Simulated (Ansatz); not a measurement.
**CH3BBrF: up Jacob's ladder to CCSD(T)**

The task here is to estimate one member of a computed series from the others.

The runs use Ansatz 0.2.0, Gaussian basis; functionals in def2-TZVPP, the program's frozen cores in correlated methods.

Levels to be run: LDA (SPW92), PBE-D4, revPBE-D4, BLYP-D4, r2SCAN-D4, B97M-V, PBE0-D4, B3LYP-D4, r2SCANh-D4, r2SCAN0-D4, HSE06-D4, BHLYP-D4, CAM-B3LYP-D4, LC-ωPBE, ωB97X-V, ωB97M-V, B2PLYP, PBE-QIDH; CCSD(T)/def2-SVP; CCSD(T)/def2-TZVPP; MP2/def2-QZVPP; extrapolation to the limit; RPA on PBE.

## The geometry

All runs share one geometry, relaxed beforehand with PBE0-D4 in a triple-zeta def2 set.

SMILES `CB(F)Br`, 7 atoms, charge 0, spin multiplicity 1.

Atoms are counted from 1 here; the program's logs count them from 0.

Bond lengths: C1–B2 1.552 Å, C1–H5 1.088 Å, C1–H6 1.096 Å, C1–H7 1.095 Å, B2–F3 1.318 Å, B2–Br4 1.925 Å. Angles: B2–C1–H5 113.9°, B2–C1–H6 109.2°, B2–C1–H7 109.4°, H5–C1–H6 108.9°, H5–C1–H7 109.1°, H6–C1–H7 106.0°, C1–B2–F3 120.7°, C1–B2–Br4 123.2°, F3–B2–Br4 116.1°.

Coordinates:

```mol
CH3BBrF
  3D, bonds by distance, orders not assigned

  7  6  0  0  0  0  0  0  0  0999 V2000
   -0.0302    0.7334   -0.0719 C   0  0
    0.1327   -0.7954    0.1365 B   0  0
    1.0231   -1.2687    0.9853 F   0  0
   -0.9237   -2.1045   -0.7989 Br  0  0
   -0.7831    0.9996   -0.8106 H   0  0
   -0.2889    1.2025    0.8837 H   0  0
    0.9314    1.1651   -0.3698 H   0  0
  1  2  8  0
  2  3  8  0
  2  4  8  0
  1  5  8  0
  1  6  8  0
  1  7  8  0
M  END
```

The first run:

in.yaml

```yaml
crystal:
  periodic: [false, false, false]
  atoms:
    - {symbol: C, position_ang: [-0.030166, 0.733435, -0.071922]}
    - {symbol: B, position_ang: [0.132677, -0.795414, 0.136529]}
    - {symbol: F, position_ang: [1.023063, -1.268673, 0.985305]}
    - {symbol: Br, position_ang: [-0.923739, -2.104486, -0.798853]}
    - {symbol: H, position_ang: [-0.783145, 0.999623, -0.810645]}
    - {symbol: H, position_ang: [-0.288912, 1.202521, 0.883743]}
    - {symbol: H, position_ang: [0.931422, 1.165093, -0.369757]}
basis:
  gaussian: {orbitals: def2-TZVPP}
hamiltonian: {xc: lda}
output: {orbitals: {seedname: orbitals}}
```

Steps of the session up to this table: LDA; PBE-D4 (GGA); revPBE-D4 (GGA); BLYP-D4 (GGA); r2SCAN-D4 (meta-GGA); B97M-V (meta-GGA); PBE0-D4 (hybrid); B3LYP-D4 (hybrid); r2SCANh-D4 (hybrid); r2SCAN0-D4 (hybrid); HSE06-D4 (hybrid); BHLYP-D4 (hybrid); CAM-B3LYP-D4 (range-separated); LC-ωPBE-D4 (range-separated; the results give it without D4); ωB97X-V (range-separated); ωB97M-V (range-separated); B2PLYP (double hybrid); PBE-QIDH (double hybrid).

One table of the session follows, with a row left open; its other results are not shown here.

It belongs to the step «Frontier levels by functional». 

| functional | HOMO (eV) | gap (eV) |
| --- | --- | --- |
| LDA (SPW92) | ? | ? |
| PBE-D4 | -7.15 | 5.46 |
| revPBE-D4 | -7.10 | 5.52 |
| BLYP-D4 | -6.99 | 5.44 |
| r2SCAN-D4 | -7.48 | 6.15 |
| B97M-V | -7.56 | 6.31 |
| PBE0-D4 | -8.48 | 7.77 |
| B3LYP-D4 | -8.21 | 7.28 |
| r2SCANh-D4 | -7.96 | 6.97 |
| r2SCAN0-D4 | -8.69 | 8.21 |
| HSE06-D4 | -8.08 | 6.98 |
| BHLYP-D4 | -9.64 | 10.03 |
| CAM-B3LYP-D4 | -9.83 | 10.27 |
| LC-ωPBE | -11.24 | 12.89 |
| ωB97X-V | -10.87 | 12.44 |
| ωB97M-V | -10.73 | 12.11 |

Estimate the missing values for LDA (SPW92).

**Answer.** HOMO (eV): -7.31; gap (eV): 5.35. In the column «HOMO (eV)» it lies between r2SCAN-D4 (-7.48) and PBE-D4 (-7.15).
